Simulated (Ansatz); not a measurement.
# BClFH3Si: one species, many methods

An exercise on one series of results from a longer session: the logs are not shown, and one member is left open.

Method: functionals in def2-TZVPP, the program's frozen cores in correlated methods; program: Ansatz 0.2.0, Gaussian basis.

Plan: LDA (SPW92), PBE-D4, revPBE-D4, BLYP-D4, r2SCAN-D4, B97M-V, PBE0-D4, B3LYP-D4, r2SCANh-D4, r2SCAN0-D4, HSE06-D4, BHLYP-D4, CAM-B3LYP-D4, LC-ωPBE, ωB97X-V, ωB97M-V, B2PLYP, PBE-QIDH; CCSD(T)/def2-SVP; CCSD(T)/def2-TZVPP; MP2/def2-QZVPP; extrapolation to the limit; RPA on PBE.

### The relaxed structure

The geometry comes from an earlier relaxation with PBE0-D4 in a triple-zeta def2 set; it is a stationary point, not always the lowest conformer.

SMILES `FB[SiH2]Cl`, 7 atoms, charge 0, spin multiplicity 1.

Atoms are counted from 1 here; the program's logs count them from 0.

Bond lengths: F1–B2 1.316 Å, B2–Si3 2.034 Å, B2–H5 1.203 Å, Si3–Cl4 2.059 Å, Si3–H6 1.487 Å, Si3–H7 1.487 Å. Angles: F1–B2–Si3 120.9°, F1–B2–H5 116.9°, Si3–B2–H5 122.2°, B2–Si3–Cl4 111.8°, B2–Si3–H6 110.1°, B2–Si3–H7 110.1°, Cl4–Si3–H6 108.3°, Cl4–Si3–H7 108.3°, H6–Si3–H7 108.1°.

Set-up of the first run:

in.yaml

```yaml
crystal:
  periodic: [false, false, false]
  atoms:
    - {symbol: F, position_ang: [-1.076389, -1.882414, -0.182574]}
    - {symbol: B, position_ang: [-0.054231, -1.203015, 0.293258]}
    - {symbol: Si, position_ang: [0.170335, 0.774618, -0.124266]}
    - {symbol: Cl, position_ang: [-1.343737, 1.478429, -1.329276]}
    - {symbol: H, position_ang: [0.728687, -1.807160, 0.979013]}
    - {symbol: H, position_ang: [0.171223, 1.565025, 1.135269]}
    - {symbol: H, position_ang: [1.465413, 1.006517, -0.817124]}
basis:
  gaussian: {orbitals: def2-TZVPP}
hamiltonian: {xc: lda}
output: {orbitals: {seedname: orbitals}}
```

On the command line:

```bash
$ ansatz run in.yaml --threads 2 --pin off --events-out ev --progress --plain --max-ram 4352MiB
```

Steps of the session up to this table: LDA; PBE-D4 (GGA); revPBE-D4 (GGA); BLYP-D4 (GGA); r2SCAN-D4 (meta-GGA); B97M-V (meta-GGA); B3LYP-D4 (hybrid); r2SCANh-D4 (hybrid); r2SCAN0-D4 (hybrid); HSE06-D4 (hybrid); BHLYP-D4 (hybrid); CAM-B3LYP-D4 (range-separated); LC-ωPBE (range-separated); ωB97X-V (range-separated); ωB97M-V (range-separated); B2PLYP (double hybrid); PBE-QIDH (double hybrid).

One table of the session follows, with a row left open; its other results are not shown here.

It belongs to the step «Orbital energies across the functionals». 

| functional | HOMO (eV) | LUMO (eV) | gap (eV) |
| --- | --- | --- | --- |
| LDA (SPW92) | -6.94 | -3.24 | 3.70 |
| PBE-D4 | -6.86 | -2.98 | 3.88 |
| revPBE-D4 | -6.81 | -2.87 | 3.95 |
| BLYP-D4 | -6.76 | -2.82 | 3.94 |
| r2SCAN-D4 | -7.15 | -2.69 | 4.46 |
| B97M-V | ? | ? | ? |
| PBE0-D4 | -8.18 | -2.00 | 6.18 |
| B3LYP-D4 | -7.98 | -2.21 | 5.77 |
| r2SCANh-D4 | -7.63 | -2.34 | 5.29 |
| r2SCAN0-D4 | -8.36 | -1.83 | 6.53 |
| HSE06-D4 | -7.77 | -2.38 | 5.39 |
| BHLYP-D4 | -9.43 | -0.95 | 8.48 |
| CAM-B3LYP-D4 | -9.55 | -0.85 | 8.70 |
| LC-ωPBE | -10.87 | 0.36 | 11.23 |
| ωB97X-V | -10.53 | 0.25 | 10.79 |
| ωB97M-V | -10.33 | 0.02 | 10.35 |

Q: Estimate the row for B97M-V from the others.

As computed: HOMO (eV): -7.25; LUMO (eV): -2.83; gap (eV): 4.42. In the column «HOMO (eV)» it lies between r2SCANh-D4 (-7.63) and r2SCAN-D4 (-7.15).
